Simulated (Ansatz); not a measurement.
**SiAs+ (triplet): from Hartree-Fock to the top rungs, cc-pVTZ**

An exercise on one series of results from a longer session: the logs are not shown, and one member is left open.

Program: Ansatz 0.2.0, Gaussian basis. Level of theory: cc-pVTZ, core rule «outside noble gas», up to 19 orbitals frozen. These are calculated values, not measurements.

To be run: UHF; CCSD(T) on ROHF; CCSD(T) on UHF; BCCD(T) on ROHF; CISD as a restricted active space (open shells left free, so some higher excitations enter); CCSDT(Q) on ROHF; CCSDT(Q) on UHF; CASSCF and MRCISD+Q, 8 electrons in 8 orbitals; CASSCF and NEVPT2, 8 electrons in 8 orbitals.

12 further runs of the same task are left out: 4 that didn't finish, 8 set aside as unsound or not needed. Runs told in other sessions of the task aren't counted.

## The system

The geometry is a PBE0/def2-TZVP stationary point (not a proven minimum). No spin-orbit coupling is included. The filled d shell of As may be among the frozen orbitals whatever the setting's name suggests.

2 atoms, charge 1, spin multiplicity 3.

Atoms are counted from 1 here; the program's logs count them from 0.

Bond lengths: Si1–As2 2.324 Å.

Coordinates:

| atom | x (Å) | y (Å) | z (Å) |
| --- | --- | --- | --- |
| Si1 | 0.00000 | 0.00000 | 0.00000 |
| As2 | 0.00000 | 0.00000 | 2.32420 |

Set-up of the first run:

File in.yaml:

```yaml
crystal:
  periodic: [false, false, false]
  atoms:
    - {symbol: Si, position_ang: [0.000000, 0.000000, 0.000000]}
    - {symbol: As, position_ang: [0.000000, 0.000000, 2.324200]}
basis:
  gaussian: {orbitals: cc-pVTZ}
total_charge: 1
magnetization: {spin_polarized: true, initial_magnetization: 2}
hamiltonian: {xc: hf}
output: {orbitals: {seedname: orbitals}}
```

The run is started by

```bash
ansatz run in.yaml --threads 1 --pin off --events-out ev --progress --plain --max-ram 2393MiB
```

Steps of the session up to this table: UHF; CCSD(T) on ROHF; CCSD(T) on UHF; BCCD(T) on ROHF; CISD as a restricted active space (open shells left free, so some higher excitations enter); CCSDT(Q) on ROHF; CCSDT(Q) on UHF; CASSCF and MRCISD+Q, 8 electrons in 8 orbitals; CASSCF and NEVPT2, 8 electrons in 8 orbitals.

One of the session's tables, all rows but one given; the rest of the session is left out.

It belongs to the step «Misses and costs». 

| method | from UCCSDT(Q) (kJ/mol) |
| --- | --- |
| ROHF | ? |
| UHF | +508.8 |
| RMP2 | +111.2 |
| UMP2 | +114.1 |
| CISD | +62.9 |
| RCCSD | +31.3 |
| UCCSD | +30.2 |
| RCCSD(T) | +6.6 |
| UCCSD(T) | +6.1 |
| BCCD(T) | +6.6 |
| RCCSDT | +2.2 |
| UCCSDT | +1.6 |
| RCCSDT(Q) | +0.7 |
| UCCSDT(Q) | 0 |
| CASSCF valence | +371.9 |
| NEVPT2 valence | +88.8 |
| MRCISD valence | +33.7 |
| MRCISD+Q valence | +6.4 |

**Question.** Estimate the row for ROHF.

**Answer.** from UCCSDT(Q) (kJ/mol): +520.9. In the column «from UCCSDT(Q) (kJ/mol)» it is the highest.

Caveats from the session: Restricted and unrestricted rows rest on different reference determinants; a gap between their highest levels can come from leftover correlation error, from unlike frozen cores or from another state.
